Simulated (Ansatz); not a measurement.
This script makes a ranking of structure types by relaxed energy of LaAg on several prototypes with Ansatz 0.2.0, Python API.

Script `run_prototypes.py`:
```python
"""LaAg on common prototypes, each relaxed."""

import warnings

import ansatz as az
import numpy as np
import pandas as pd
import spglib


def wurtzite(A, B, a):
    return (
        az.Lattice.from_parameters(a, a, 1.633 * a, alpha=90, beta=90, gamma=120)
        .space_group(186)
        .atom(A, (1 / 3, 2 / 3, 0))
        .atom(B, (1 / 3, 2 / 3, 0.375))
    )


def zincblende(first, second, a):
    return (
        az.Lattice.fcc(a)
        .space_group(216)
        .atom(first, (0, 0, 0))
        .atom(second, (0.25, 0.25, 0.25))
        .primitive()
    )


def cscl(first, second, a):
    return (
        az.Lattice.cubic(a)
        .space_group(221)
        .atom(first, (0, 0, 0))
        .atom(second, (0.5, 0.5, 0.5))
    )


def run_phase(name, crystal, relax=True):
    calc = (
        crystal.calculation()
        .functional(az.Functional.R2SCAN)
        .basis(550)
        .kpoints(spacing=0.3)
        .occupations("fermi_dirac", width=0.1)
        .stress()
        .band_table()
    )
    if relax:
        calc = calc.relax(force_tolerance=0.01, max_steps=60, cell=True)
    return calc.run(threads=1)

def bulk_modulus(name, outcome, step=0.01):
    # B = -V dP/dV from the pressures of two uniformly scaled cells, atoms held at their fractions
    pressure = []
    for factor in (1 - step, 1.0, 1 + step):
        cell = az.Crystal(lattice=az.Lattice.of(outcome.lattice.cell_ang * factor ** (1 / 3)))
        for site in outcome.report["lattice"]["sites"]:
            cell = cell.atom(site["symbol"], site["position_frac"])
        pressure.append(np.trace(run_phase(name, cell, relax=False).report["stress_gpa"]) / 3)
    slope, bend = (pressure[0] - pressure[2]) / (2 * step), abs(pressure[0] + pressure[2] - 2 * pressure[1])
    # a jump of mesh or basis between the cells shows as a kink: no modulus then
    return float(slope) if bend < 12 * step**2 * abs(slope) + 0.15 and abs(pressure[1]) < 1.5 else float("nan")


def space_group(outcome):
    sites = outcome.report["lattice"]["sites"]
    kinds = sorted({site["symbol"] for site in sites})
    cell = (outcome.lattice.cell_ang, [site["position_frac"] for site in sites], [kinds.index(site["symbol"]) for site in sites])
    return spglib.get_spacegroup(cell, symprec=0.01)


def volume_per_atom(outcome):
    return abs(np.linalg.det(outcome.lattice.cell_ang)) / len(outcome.lattice.sites)

# starting lattice constants are rough guesses; the relaxation finds the rest
warnings.simplefilter("ignore")

phases = {}
phases["wurtzite"] = wurtzite("La", "Ag", 4.57)
phases["zincblende"] = zincblende("La", "Ag", 6.46)
phases["CsCl"] = cscl("La", "Ag", 3.72)

done = {}
for name, crystal in phases.items():
    try:
        done[name] = run_phase(name, crystal)
    except az.NonConvergedError as error:
        print(name, "did not converge:", str(error)[:120])

energy = {name: o.report["energy_sigma0_ev"] / len(o.lattice.sites) for name, o in done.items()}
lowest = min(energy.values())
rows = [(name, len(o.lattice.sites), 1000 * (energy[name] - lowest), space_group(o), volume_per_atom(o), bulk_modulus(name, o)) for name, o in done.items()]
rows.sort(key=lambda row: row[2])
print(pd.DataFrame(rows, columns=["phase", "atoms", "dE (meV/atom)", "space group", "V (A^3/atom)", "B (GPa)"]).round(4).to_string(index=False))
print("order:", " < ".join(row[0] for row in rows))
```

Which of these structures comes out lowest, and how far apart are they?

By space group at the end of each run: Pm-3m (+0 meV an atom, 28.0 Å³), P6_3/mmc (+437 meV an atom, 37.3 Å³) and F-43m (+665 meV an atom, 40.2 Å³).

The output:

Output of `python run_prototypes.py`:
```text
     phase  atoms  dE (meV/atom)    space group  V (A^3/atom)  B (GPa)
      CsCl      2         0.0000    Pm-3m (221)       27.9517  54.3042
  wurtzite      4       436.9014 P6_3/mmc (194)       37.3466  36.1619
zincblende      2       665.0645    F-43m (216)       40.2081  33.7650
order: CsCl < wurtzite < zincblende
```

Notes:
- For the metals among these phases the mesh is modest: differences between phases can be off by up to 40 meV an atom.
- Pressure is positive in compression.
- The cells are built on prototypes, so most aren't the phase found in nature. Rows bear the name of their start, and a relaxation keeps or raises the symmetry. Differences under about 40 meV an atom lie within the error of mesh and functional.
- Run time: 6.1 min on 1 thread of Arm Neoverse V2, on a shared host, peak memory 1 GiB.
